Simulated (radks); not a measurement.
# Nuclear size and the levels of Mo

Aim: how the total energy, the levels and the density at the nucleus of Mo respond when the nuclear radius is scaled.

The numbers are computed with radks (a radial shooting solver on a logarithmic mesh, Libxc functionals) version 1 (Dirac Kohn-Sham, exchange-only LDA, spin-unpolarised, spherical densities, finite nucleus; open shells fill j = l - 1/2 first), except any that are marked as measured or tabulated.

### 1 The atom as given

```
element            : molybdenum (Z = 42)
charge             : 0
electrons          : 42
configuration      : [Kr] 4d5 5s1
nuclear rms radius : 4.4091 fm
```

### 2 rms radius 4.4091 fm

Input:

```text
Z 42
configuration [Kr] 4d5 5s1 5p0 6s0
relativity Dirac
functional lda,
spin unpolarised
j_filling energy
nucleus finite rms 4.4091 fm
c 137.035999084
```

### 3 rms radius 3.6507 fm

Changes since step 2:

```diff
@@ -6,3 +6,3 @@
 j_filling energy
-nucleus finite rms 4.4091 fm
+nucleus finite rms 3.6507 fm
 c 137.035999084
```

### 4 rms radius 4.0652 fm

Changes since step 3:

```diff
@@ -6,3 +6,3 @@
 j_filling energy
-nucleus finite rms 3.6507 fm
+nucleus finite rms 4.0652 fm
 c 137.035999084
```

### 5 rms radius 4.8324 fm

Changes since step 4:

```diff
@@ -6,3 +6,3 @@
 j_filling energy
-nucleus finite rms 4.0652 fm
+nucleus finite rms 4.8324 fm
 c 137.035999084
```

### 6 rms radius 5.2336 fm

Changes since step 5:

```diff
@@ -6,3 +6,3 @@
 j_filling energy
-nucleus finite rms 4.8324 fm
+nucleus finite rms 5.2336 fm
 c 137.035999084
```

What does the calculation give? Wanted: for each run, rms radius; total energy shift; density at nucleus; 1s1/2 shift; 2s1/2 shift; 3p1/2 shift; 4s1/2 shift; 4p1/2 shift.

**Answer**, as computed:

```tsv
rms radius (fm)	total energy shift (eV)	density at nucleus (e/bohr³)	1s1/2 shift (meV)	2s1/2 shift (meV)	3p1/2 shift (meV)	4s1/2 shift (meV)	4p1/2 shift (meV)
3.6507	-0.467	9.233e+04	-197	-21.1	0.283	-0.617	0.0511
4.0652	-0.221	9.125e+04	-93.6	-10.0	0.134	-0.292	0.0242
4.4091	0	9.046e+04	0	0	0	0	0
4.8324	0.295	8.957e+04	125	13.3	-0.178	0.389	-0.0322
5.2336	0.596	8.88e+04	252	26.9	-0.361	0.787	-0.0652
```

**Reading.** Shifts are against the first run. Over the range the 1s1/2 level moves by 0.449 eV and the 4p1/2 level by -0.116 meV. A larger nucleus binds the 1s electrons less and lowers the density at its centre. These are shifts of eigenvalues, not the field shifts of spectral lines.
